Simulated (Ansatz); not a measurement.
# CH6InN: the cost of one run

The runs use Ansatz 0.2.0, Gaussian basis; PBE0-D4, def2-SVP first, then def2-TZVP.

143 further runs of the same task are left out: 143 set aside as unsound or not needed.

## 1. Starting geometry

The guess: 9 atoms, charge 0, spin multiplicity 1.

Atoms are counted from 1 here; the program's logs count them from 0.

Bond lengths: In1–N2 2.389 Å, In1–H3 2.200 Å, In1–C4 2.584 Å, N2–H3 1.245 Å, N2–H5 1.014 Å, N2–H6 1.014 Å, C4–H7 1.102 Å, C4–H8 1.095 Å, C4–H9 1.102 Å. Angles: N2–In1–H3 31.1°, N2–In1–C4 67.5°, H3–In1–C4 36.4°, In1–N2–H3 66.0°, In1–N2–H5 126.6°, In1–N2–H6 126.6°, H3–N2–H5 107.5°, H3–N2–H6 107.6°, H5–N2–H6 106.3°, In1–H3–N2 82.8°, In1–C4–H7 93.2°, In1–C4–H8 148.9°, In1–C4–H9 93.2°, H7–C4–H8 105.1°, H7–C4–H9 106.2°, H8–C4–H9 105.1°.

As a file:

```
atom    x (Å)    y (Å)    z (Å)
 In1  -0.7905  -1.5171  -1.0923
  N2  -0.3724  -0.9400   1.1879
  H3  -0.0117  -0.0716   0.3723
  C4   0.3267   0.7995  -0.8477
  H5   0.4398  -1.1980   1.7382
  H6  -1.0244  -0.5047   1.8311
  H7   1.1414   0.5485  -1.5453
  H8   0.7377   1.5782  -0.1966
  H9  -0.4465   1.3052  -1.4476
```

Distances that are to change: N2–H3 1.24 Å, In1–N2 2.39 Å, In1–H3 2.20 Å.

## 2. Constrained relaxation of the guess

hold/in.yaml reads:

```yaml
crystal:
  periodic: [false, false, false]
  atoms:
    - {symbol: In, position_ang: [-0.790500, -1.517100, -1.092300]}
    - {symbol: N, position_ang: [-0.372400, -0.940000, 1.187900]}
    - {symbol: H, position_ang: [-0.011700, -0.071600, 0.372300]}
    - {symbol: C, position_ang: [0.326700, 0.799500, -0.847700]}
    - {symbol: H, position_ang: [0.439800, -1.198000, 1.738200]}
    - {symbol: H, position_ang: [-1.024400, -0.504700, 1.831100]}
    - {symbol: H, position_ang: [1.141400, 0.548500, -1.545300]}
    - {symbol: H, position_ang: [0.737700, 1.578200, -0.196600]}
    - {symbol: H, position_ang: [-0.446500, 1.305200, -1.447600]}
basis:
  gaussian: {orbitals: def2-SVP}
hamiltonian: {xc: pbe0, dispersion: d4}
relax: {f_tol: 0.04, max_steps: 150, escape_saddle: false, constraints: [{distance: [1, 2]}, {distance: [0, 1]}, {distance: [0, 2]}]}
```

Run with:

```sh
$ ansatz run in.yaml --threads 4 --pin off --events-out ev --progress --plain --max-ram 9574MiB
```

**Question.** How long does this run take on 4 threads of Arm Neoverse V1, shared host?

About 7.5 s.
